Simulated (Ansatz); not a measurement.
**CH₃GeO+: one structure at several levels**

Aim: energy, forces and dipole at a structure displaced at random from a GFN2-xTB minimum, from CCSD(T) and from density functionals.

Program: Ansatz 0.2.0, Gaussian basis. Level of theory: single points in def2-TZVPP. These are calculated values, not measurements.

Cores are frozen in the correlated methods. Filled d shells of the heavier atoms are correlated.

### Step 1. Starting geometry

SMILES `O=[C+][GeH3]`, 6 atoms, charge 1, spin multiplicity 1.

Atoms are counted from 1 here; the program's logs count them from 0.

Bond lengths: O1–C2 1.316 Å, C2–Ge3 1.943 Å, Ge3–H4 1.578 Å, Ge3–H5 1.899 Å, Ge3–H6 1.802 Å. Angles: O1–C2–Ge3 165.1°, C2–Ge3–H4 94.5°, C2–Ge3–H5 102.7°, C2–Ge3–H6 85.4°, H4–Ge3–H5 130.6°, H4–Ge3–H6 110.9°, H5–Ge3–H6 116.2°.

Coordinates:

```
O     0.3371   -2.2095    0.7270
C     0.0067   -0.9722    0.4234
Ge   -0.1546    0.7803   -0.4010
H    -1.5668    0.4874   -1.0413
H     1.5462    1.0190   -1.2122
H    -0.3272    1.3967    1.2832
```

### Step 2. CCSD(T)/def2-TZVPP

Contents of run/in.yaml:

```yaml
crystal:
  periodic: [false, false, false]
  atoms:
    - {symbol: O, position_ang: [0.337100, -2.209500, 0.727000]}
    - {symbol: C, position_ang: [0.006700, -0.972200, 0.423400]}
    - {symbol: Ge, position_ang: [-0.154600, 0.780300, -0.401000]}
    - {symbol: H, position_ang: [-1.566800, 0.487400, -1.041300]}
    - {symbol: H, position_ang: [1.546200, 1.019000, -1.212200]}
    - {symbol: H, position_ang: [-0.327200, 1.396700, 1.283200]}
basis:
  gaussian: {orbitals: def2-TZVPP}
total_charge: 1
correlation: {method: ccsd_t}
output: {forces: true}
```

No record of the launch command was kept for these runs.

### Step 3. PBE0-D4/def2-TZVPP

Changes to run/in.yaml since step 2:

```diff
@@ -12,3 +12,3 @@
 total_charge: 1
-correlation: {method: ccsd_t}
-output: {forces: true}
+hamiltonian: {xc: pbe0, dispersion: d4}
+output: {forces: true, orbitals: {seedname: orbitals}}
```

### Step 4. wB97M-V/def2-TZVPP

Changes to run/in.yaml since step 3:

```diff
@@ -12,3 +12,3 @@
 total_charge: 1
-hamiltonian: {xc: pbe0, dispersion: d4}
-output: {forces: true, orbitals: {seedname: orbitals}}
+hamiltonian: {xc: {name: wB97M-V}}
+output: {forces: true}
```

### Step 5. r2SCAN-D4/def2-TZVPP

Changes to run/in.yaml since step 4:

```diff
@@ -12,3 +12,3 @@
 total_charge: 1
-hamiltonian: {xc: {name: wB97M-V}}
+hamiltonian: {xc: r2scan, dispersion: d4}
 output: {forces: true}
```

### Step 6. PBE-D4/def2-TZVPP

Changes to run/in.yaml since step 5:

```diff
@@ -12,3 +12,3 @@
 total_charge: 1
-hamiltonian: {xc: r2scan, dispersion: d4}
+hamiltonian: {xc: pbe, dispersion: d4}
 output: {forces: true}
```

### Step 7. r2SCANh-D4/def2-TZVPP

Changes to run/in.yaml since step 6:

```diff
@@ -12,3 +12,3 @@
 total_charge: 1
-hamiltonian: {xc: pbe, dispersion: d4}
+hamiltonian: {xc: {name: r2SCANh}, dispersion: d4}
 output: {forces: true}
```

### Step 8. HSE06-D4/def2-TZVPP

Changes to run/in.yaml since step 7:

```diff
@@ -12,3 +12,3 @@
 total_charge: 1
-hamiltonian: {xc: {name: r2SCANh}, dispersion: d4}
+hamiltonian: {xc: hse06, dispersion: d4}
 output: {forces: true}
```

(Steps that only read results are left out.)

What does the calculation give? Wanted: energy less free atoms, CCSD(T)/def2-TZVPP; RMS force component; RMS force error; HOMO and LUMO, PBE0-D4; T1 diagnostic.

The runs gave:

| quantity | value |
| --- | --- |
| energy less free atoms, CCSD(T)/def2-TZVPP | -976.5 kJ/mol |
| RMS force component | 4.345 to 5.261 eV/Å over the methods |
| RMS force error | PBE0-D4 0.454, wB97M-V 0.610, r2SCAN-D4 0.222, PBE-D4 0.369, r2SCANh-D4 0.341, HSE06-D4 0.440 eV/Å |
| HOMO and LUMO, PBE0-D4 | -15.29 and -9.73 eV |
| T1 diagnostic | 0.024 |

**Reading.** Against CCSD(T) the functionals' energies less atoms differ by -109.5 to +14.4 kJ/mol, PBE-D4 by -109.5 kJ/mol. A larger basis would deepen the CCSD(T) value, while the functionals are nearly converged already, so the order here is not reliable. On forces the order runs from r2SCAN-D4 to wB97M-V. Frozen-core CCSD(T) forces in triple zeta carry basis errors of their own, and this is one geometry, so small gaps rank nothing. The restricted Hartree–Fock reference is unstable towards an unrestricted one at one or more of these structures.
